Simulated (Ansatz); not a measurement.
**BBrF₂ (SMILES FB(F)Br): single points off equilibrium**

Aim: energy, forces and dipole at a structure displaced at random from a GFN2-xTB minimum, from CCSD(T) and from density functionals.

Program: Ansatz 0.2.0, Gaussian basis. Level of theory: single points in def2-TZVPP. These are calculated values, not measurements.

Cores are frozen in the correlated methods. Filled d shells of the heavier atoms are correlated.

### Step 1. Starting geometry

SMILES `FB(F)Br`, 4 atoms, charge 0, spin multiplicity 1.

Atoms are counted from 1 here; the program's logs count them from 0.

Bond lengths: F1–B2 1.237 Å, B2–F3 1.368 Å, B2–Br4 1.768 Å. Angles: F1–B2–F3 120.9°, F1–B2–Br4 121.9°, F3–B2–Br4 115.8°.

As a file:

```
F    -0.1747   -1.3794   -0.1440
B    -0.0981   -0.1588    0.0392
F    -1.1837    0.6497   -0.1554
Br    1.4575    0.6666    0.1979
```

### Step 2. CCSD(T)/def2-TZVPP

Input file run/in.yaml:

```yaml
crystal:
  periodic: [false, false, false]
  atoms:
    - {symbol: F, position_ang: [-0.174700, -1.379400, -0.144000]}
    - {symbol: B, position_ang: [-0.098100, -0.158800, 0.039200]}
    - {symbol: F, position_ang: [-1.183700, 0.649700, -0.155400]}
    - {symbol: Br, position_ang: [1.457500, 0.666600, 0.197900]}
basis:
  gaussian: {orbitals: def2-TZVPP}
correlation: {method: ccsd_t}
output: {forces: true}
```

No record of the launch command was kept for these runs.

### Step 3. PBE0-D4/def2-TZVPP

Changes to run/in.yaml since step 2:

```diff
@@ -9,3 +9,3 @@
   gaussian: {orbitals: def2-TZVPP}
-correlation: {method: ccsd_t}
-output: {forces: true}
+hamiltonian: {xc: pbe0, dispersion: d4}
+output: {forces: true, orbitals: {seedname: orbitals}}
```

### Step 4. wB97M-V/def2-TZVPP

Changes to run/in.yaml since step 3:

```diff
@@ -9,3 +9,3 @@
   gaussian: {orbitals: def2-TZVPP}
-hamiltonian: {xc: pbe0, dispersion: d4}
-output: {forces: true, orbitals: {seedname: orbitals}}
+hamiltonian: {xc: {name: wB97M-V}}
+output: {forces: true}
```

### Step 5. r2SCAN-D4/def2-TZVPP

Changes to run/in.yaml since step 4:

```diff
@@ -9,3 +9,3 @@
   gaussian: {orbitals: def2-TZVPP}
-hamiltonian: {xc: {name: wB97M-V}}
+hamiltonian: {xc: r2scan, dispersion: d4}
 output: {forces: true}
```

### Step 6. PBE-D4/def2-TZVPP

Changes to run/in.yaml since step 5:

```diff
@@ -9,3 +9,3 @@
   gaussian: {orbitals: def2-TZVPP}
-hamiltonian: {xc: r2scan, dispersion: d4}
+hamiltonian: {xc: pbe, dispersion: d4}
 output: {forces: true}
```

### Step 7. SPW92/def2-TZVPP

Changes to run/in.yaml since step 6:

```diff
@@ -9,3 +9,3 @@
   gaussian: {orbitals: def2-TZVPP}
-hamiltonian: {xc: pbe, dispersion: d4}
+hamiltonian: {xc: lda}
 output: {forces: true}
```

### Step 8. B97M-V/def2-TZVPP

Changes to run/in.yaml since step 7:

```diff
@@ -9,3 +9,3 @@
   gaussian: {orbitals: def2-TZVPP}
-hamiltonian: {xc: lda}
+hamiltonian: {xc: {name: B97M-V}}
 output: {forces: true}
```

(Steps that only read results are left out.)

Q: Predict the outcome of this session. Wanted: energy less free atoms, CCSD(T)/def2-TZVPP; RMS force component; RMS force error; HOMO and LUMO, PBE0-D4; T1 diagnostic.

As calculated:

```
                                  quantity                                                                                        value
energy less free atoms, CCSD(T)/def2-TZVPP                                                                               -1596.6 kJ/mol
                       RMS force component                                                         2.213 to 2.428 eV/Å over the methods
                           RMS force error  PBE0-D4 0.118, wB97M-V 0.056, r2SCAN-D4 0.066, PBE-D4 0.244, SPW92 0.237, B97M-V 0.179 eV/Å
                    HOMO and LUMO, PBE0-D4                                                                           -9.14 and -0.39 eV
                             T1 diagnostic                                                                                        0.010
```

Against CCSD(T) the functionals' energies less atoms differ by -350.5 to -46.7 kJ/mol, PBE-D4 by -100.8 kJ/mol. The reference is not at the basis limit: in triple zeta CCSD(T) underbinds, which counts against methods that bind more; the gaps are no ranking. The forces of wB97M-V come nearest to CCSD(T), those of PBE-D4 are farthest. Frozen-core CCSD(T) forces in triple zeta carry basis errors of their own, and this is one geometry, so small gaps rank nothing.
